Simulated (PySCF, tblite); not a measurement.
# C₄H₁₁PSi: geometry, infrared bands and NMR shifts

Aim: predict the infrared bands and NMR shifts of C₄H₁₁PSi (`C=CP(C)C[SiH3]`).

Programs: tblite 0.8.0 and PySCF 2.14.0, with density-fitted response routines of our own. Each step states its level of theory. These are calculated values for one molecule in the gas phase, unless marked as measured. Atoms are numbered from 0 throughout.

### 1 The starting structure

17 atoms, charge 0, multiplicity 1; geometry from: force field or distance geometry start.

Bonds of the start (Å): C0–C1 1.35, C1–P2 1.83, P2–C3 1.86, P2–C4 1.84, C4–Si5 1.87, C0–H6 1.10, C0–H7 1.07, C1–H8 1.08, C3–H9 1.10, C3–H10 1.12, C3–H11 1.12, C4–H12 1.11, C4–H13 1.12, Si5–H14 1.47, Si5–H15 1.45, Si5–H16 1.49.

### 2 Relaxing the molecule with GFN2-xTB

The job: settings as JSON, then the geometry in Å.

```
{"job": {"kind": "relax", "xc": "GFN2-xTB", "basis": "xTB"}, "charge": 0, "multiplicity": 1}
C     -2.188400     1.488900     0.840300
C     -1.748200     0.831700    -0.251700
P     -0.810000    -0.737300    -0.131100
C      0.048300    -0.915100     1.505500
C      0.498700    -0.904500    -1.408800
Si     2.032100     0.068500    -0.983900
H     -2.732200     2.414600     0.611300
H     -2.014100     1.112100     1.826300
H     -1.929800     1.233900    -1.232600
H      0.016100     0.021600     2.078100
H      1.111500    -1.229200     1.365100
H     -0.523200    -1.713000     2.051300
H      0.814300    -1.972500    -1.404300
H      0.145500    -0.699300    -2.446800
H      2.987000    -0.762400    -0.226800
H      2.687800     0.630400    -2.152900
H      1.597600     1.143700    -0.048900
```

On the command line:

```bash
> OMP_NUM_THREADS=1 python probes_run.py task.json out
```

The driver reads the jobs from task.json and runs them one after another.

**Question.** This job is followed by: GFN2-xTB harmonic vibrations, gas phase; GIAO PBE0/pcSseg-1 NMR shielding, non-relativistic, gas phase. What will the session give for the following? strongest single infrared mode (GFN2-xTB); zero-point energy (GFN2-xTB); 13C shifts against TMS (PBE0/pcSseg-1); 1H shifts against TMS (PBE0/pcSseg-1, means over atoms taken as alike); 31P shifts against H3PO4 (PBE0/pcSseg-1); 29Si shifts against TMS (PBE0/pcSseg-1).

As calculated:

| quantity | value |
| --- | --- |
| strongest single infrared mode (GFN2-xTB) | 2255 cm⁻¹, 350 km/mol |
| zero-point energy (GFN2-xTB) | 81.5 kcal/mol |
| 13C shifts against TMS (PBE0/pcSseg-1) | 154.5, 127.4, 14.0, 5.3 ppm |
| 1H shifts against TMS (PBE0/pcSseg-1, means over atoms taken as alike) | 6.53, 6.04, 5.50, 3.88, 1.22, 0.76 ppm |
| 31P shifts against H3PO4 (PBE0/pcSseg-1) | -50.2 ppm |
| 29Si shifts against TMS (PBE0/pcSseg-1) | -86.0 ppm |

What this shows: Relaxing lowered the energy by 0.833 eV in 109 steps; the close pair that moved most is C4–Si5, from 1.865 to 1.907 Å. No mode is imaginary among the 45: a minimum at this level. The strongest single mode, at 2255 cm⁻¹, moves mainly H15. Unscaled tight-binding wavenumbers are off by several per cent, some by more. Its intensities can rank the bands wrongly. C1 (alkene CH) lies farthest downfield among carbon, at 154.5 ppm; the olefinic region. The most deshielded hydrogen is H8 (hydrogen on an alkene CH), at 6.53 ppm: a vinylic proton, deshielded by the sp2 carbon and the C=C anisotropy.
